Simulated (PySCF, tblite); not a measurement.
# C₅H₉BOSi: geometry, infrared bands and NMR shifts

Aim: predict the infrared bands and NMR shifts of C₅H₉BOSi (`C#CBOC/C=C/[SiH3]`).

The runs use tblite 0.8.0 and PySCF 2.14.0, with density-fitted response routines of our own; the level of theory stands in each step. All values are computed, except where a source is named. Atoms count from 0, in the outputs and in this text.

## 1. Starting geometry

17 atoms, charge 0, multiplicity 1; geometry from: force field or distance geometry start.

Bonds of the start (Å): C0–C1 1.19, C1–B2 1.55, B2–O3 1.46, O3–C4 1.40, C4–C5 1.49, C5–C6 1.34, C6–Si7 1.85, C0–H8 1.06, B2–H9 1.18, C4–H10 1.12, C4–H11 1.12, C5–H12 1.08, C6–H13 1.08, Si7–H14 1.46, Si7–H15 1.47, Si7–H16 1.47.

## 2. Optimising the geometry with GFN2-xTB

The job: settings as JSON, then the geometry in Å.

```
{"job": {"kind": "relax", "xc": "GFN2-xTB", "basis": "xTB"}, "charge": 0, "multiplicity": 1}
C     -4.150700     1.008500     0.155900
C     -3.401400     0.094200     0.292100
B     -2.414300    -1.086700     0.488900
O     -0.988000    -0.819300     0.678400
C     -0.337800    -0.878200    -0.555800
C      1.117900    -0.592900    -0.371700
C      1.543800     0.598900     0.077200
Si     3.348600     0.946500     0.314200
H     -4.824000     1.817600     0.030400
H     -2.843300    -2.188800     0.544600
H     -0.432500    -1.892400    -1.020500
H     -0.750700    -0.119100    -1.268500
H      1.838900    -1.366800    -0.602800
H      0.834500     1.378600     0.317500
H      3.900600    -0.002700     1.280600
H      3.514500     2.314000     0.823600
H      4.036800     0.800800    -0.975500
```

Run with:

```
$ OMP_NUM_THREADS=1 python probes_run.py task.json out
```

The driver reads the jobs from task.json and runs them one after another.

**Question.** This job is followed by: GFN2-xTB harmonic vibrations, gas phase; GIAO PBE0/pcSseg-1 NMR shielding, non-relativistic, gas phase. What will the session give for the following? strongest single infrared mode (GFN2-xTB); zero-point energy (GFN2-xTB); 13C shifts against TMS (PBE0/pcSseg-1); 1H shifts against TMS (PBE0/pcSseg-1, means over atoms taken as alike); 11B shifts against BF3·OEt2 (PBE0/pcSseg-1); 17O shifts against H2O (PBE0/pcSseg-1); 29Si shifts against TMS (PBE0/pcSseg-1).

**Answer**, as computed:

| quantity | value |
| --- | --- |
| strongest single infrared mode (GFN2-xTB) | 2242 cm⁻¹, 401 km/mol |
| zero-point energy (GFN2-xTB) | 74.2 kcal/mol |
| 13C shifts against TMS (PBE0/pcSseg-1) | 156.3, 123.6, 104.4, 94.6, 77.0 ppm |
| 1H shifts against TMS (PBE0/pcSseg-1, means over atoms taken as alike) | 6.57, 6.04, 4.94, 4.69, 4.26, 2.52 ppm |
| 11B shifts against BF3·OEt2 (PBE0/pcSseg-1) | 34.3 ppm |
| 17O shifts against H2O (PBE0/pcSseg-1) | 205.2 ppm |
| 29Si shifts against TMS (PBE0/pcSseg-1) | -72.7 ppm |

What this shows: Over 217 steps the energy fell by 1.135 eV; of the close pairs, B2–O3 changed most, 1.463 to 1.333 Å. No mode is imaginary among the 45: a minimum at this level. The strongest single mode, at 2242 cm⁻¹, moves mainly H14. Unscaled tight-binding wavenumbers are off by several per cent, some by more. Its intensities can rank the bands wrongly. At PBE0/pcSseg-1: The largest span, 456 ppm, is at O3, where the paramagnetic term is -266 ppm.
